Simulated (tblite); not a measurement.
# Cl2GeH4OSi: the cost of one run

Computed with tblite 0.8.0 and PySCF 2.14.0; each step states its level. No surroundings beyond the atoms listed, unless a continuum is named. Atoms count from 0, parts from 1.

## 1. The system as given

9 atoms, charge 0, multiplicity 1; geometry: distance geometry start.

## 2. Geometry optimisation with GFN2-xTB

The job: settings as JSON, then the geometry in Å.

```
{"job": {"kind": "relax", "xc": "GFN2-xTB", "basis": "xTB"}, "charge": 0, "multiplicity": 1}
Ge    -0.900001    -0.391865     0.131842
Si     1.392094     0.033602    -0.060239
Cl    -1.476556    -1.596115    -1.571534
Cl    -1.300284    -1.433661     1.961044
O     -1.875585     1.110367    -0.023346
H      2.076899    -1.232953    -0.251542
H      1.469910     0.769568    -1.340750
H      1.894228     0.827547     1.044524
H     -1.282386     1.907445     0.147386
```

Method: GFN2-xTB geometry optimisation, gas phase.

Command:

```console
OMP_NUM_THREADS=1 python cluster_run.py task.json out
```

One launch serves the whole session: the jobs run in the order shown.

Q: Estimate the wall time of this first job on 1 thread of Intel Xeon Platinum 8488C, shared host.

About 2.1 s.
